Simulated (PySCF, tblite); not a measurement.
# C6H15B: geometry, infrared bands and NMR shifts

What infrared bands and NMR shifts should C6H15B (`CBC(CC)CC`) show?

The runs use tblite 0.8.0 and PySCF 2.14.0, with density-fitted response routines of our own; the level of theory stands in each step. All values are computed, except where a source is named. Atoms count from 0, in the outputs and in this text.

### Step 1. The molecule as given

22 atoms, charge 0, multiplicity 1; geometry from: force field or distance geometry start.

Bonds of the start (Å): C0–B1 1.58, B1–C2 1.63, C2–C3 1.53, C3–C4 1.53, C2–C5 1.55, C5–C6 1.53, C0–H7 1.11, C0–H8 1.11, C0–H9 1.10, B1–H10 1.18, C2–H11 1.11, C3–H12 1.13, C3–H13 1.11, C4–H14 1.12, C4–H15 1.12, C4–H16 1.11, C5–H17 1.11, C5–H18 1.12, C6–H19 1.12, C6–H20 1.11, C6–H21 1.11.

### Step 2. Geometry optimisation with GFN2-xTB

Job settings and geometry (Å):

```
{"job": {"kind": "relax", "xc": "GFN2-xTB", "basis": "xTB"}, "charge": 0, "multiplicity": 1}
C     -0.627600     2.330400    -0.403600
B     -0.254100     0.876700    -0.903100
C      0.092800    -0.306600     0.161500
C      1.529000    -0.803300    -0.042800
C      2.578600     0.230700     0.364200
C     -0.920600    -1.471400    -0.000300
C     -2.335700    -1.091200     0.426700
H     -1.642200     2.593700    -0.773400
H     -0.628900     2.383000     0.706600
H      0.094900     3.059400    -0.799500
H     -0.208600     0.644400    -2.054100
H     -0.012600     0.093800     1.193800
H      1.690000    -1.703000     0.616800
H      1.698500    -1.123600    -1.092400
H      2.521600     1.125600    -0.309800
H      2.426500     0.558000     1.420600
H      3.594800    -0.207500     0.268500
H     -0.931500    -1.836700    -1.050400
H     -0.591600    -2.318200     0.646900
H     -2.335100    -0.728600     1.486000
H     -2.995200    -1.981600     0.368200
H     -2.753500    -0.304600    -0.231400
```

Started as:

```bash
$ OMP_NUM_THREADS=1 python probes_run.py task.json out
```

The driver reads the jobs from task.json and runs them one after another.

**Question.** This job is followed by: GFN2-xTB harmonic vibrations, gas phase; GIAO PBE0/pcSseg-1 NMR shielding, non-relativistic, gas phase. What will the session give for the following? strongest single infrared mode (GFN2-xTB); zero-point energy (GFN2-xTB); 13C shifts against TMS (PBE0/pcSseg-1, means over atoms taken as alike); 1H shifts against TMS (PBE0/pcSseg-1, means over atoms taken as alike); 11B shifts against BF3·OEt2 (PBE0/pcSseg-1).

The runs gave:

```
                                                               quantity                                   value
                              strongest single infrared mode (GFN2-xTB)                   2609 cm⁻¹, 131 km/mol
                                           zero-point energy (GFN2-xTB)                          123.8 kcal/mol
13C shifts against TMS (PBE0/pcSseg-1, means over atoms taken as alike)              52.6, 32.6, 20.0, 18.9 ppm
 1H shifts against TMS (PBE0/pcSseg-1, means over atoms taken as alike)  8.07, 1.79, 1.71, 1.52, 1.18, 0.78 ppm
                            11B shifts against BF3·OEt2 (PBE0/pcSseg-1)                                96.9 ppm
```

In words: The optimisation took 74 steps and gained 0.199 eV; among the close pairs (by a distance rule), B1–C2 changed most, from 1.629 to 1.589 Å. The lowest mode is imaginary (40i cm⁻¹), so the xTB geometry is not a minimum. The strongest single mode, at 2609 cm⁻¹, moves mainly H10. Unscaled tight-binding wavenumbers are off by several per cent, some by more. Its intensities can rank the bands wrongly. At PBE0/pcSseg-1: Shielding is most anisotropic at B1 (span 206 ppm, paramagnetic term -190 ppm).
